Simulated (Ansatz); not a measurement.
# GeHNSi: the cost of one run

Method: cc-pVTZ, core rule «outside noble gas», up to 20 orbitals frozen; program: Ansatz 0.2.0, Gaussian basis.

The runs, in order: UHF; CCSD(T) on RHF; CCSD(T) on UHF; BCCD(T) on RHF; CCSDT(Q) on RHF; CCSDT(Q) on UHF.

4 further runs of the same task are left out: 4 set aside as unsound or not needed.

## Step 1: What is computed

The geometry is a PBE0/def2-TZVP stationary point (not a proven minimum). No spin-orbit coupling is included. The filled d shell of Ge may be among the frozen orbitals whatever the setting's name suggests; the logs give the count.

4 atoms, charge 0, spin multiplicity 1.

Atoms are counted from 1 here; the program's logs count them from 0.

Bond lengths: N1–Ge2 1.653 Å, Ge2–Si3 2.369 Å, Si3–H4 1.525 Å. Angles: N1–Ge2–Si3 174.0°, Ge2–Si3–H4 86.6°.

## Step 2: UHF

Contents of in.yaml:

```yaml
crystal:
  periodic: [false, false, false]
  atoms:
    - {symbol: N, position_ang: [0.000000, -0.044346, 2.045710]}
    - {symbol: Ge, position_ang: [0.000000, 0.031018, 0.394534]}
    - {symbol: Si, position_ang: [0.000000, -0.108917, -1.969969]}
    - {symbol: H, position_ang: [0.000000, 1.415715, -1.969401]}
basis:
  gaussian: {orbitals: cc-pVTZ}
magnetization: {spin_polarized: true, initial_magnetization: 0}
hamiltonian: {xc: hf}
output: {orbitals: {seedname: orbitals}}
```

Launch:

```console
ansatz run in.yaml --threads 1 --pin off --events-out ev --progress --plain --max-ram 4096MiB --backend cpu
```

**Question.** How long does this run take on 1 thread of AMD EPYC 7R13, shared host, and how much memory does it need?

About 55 s, with a peak of 0.48 GiB.
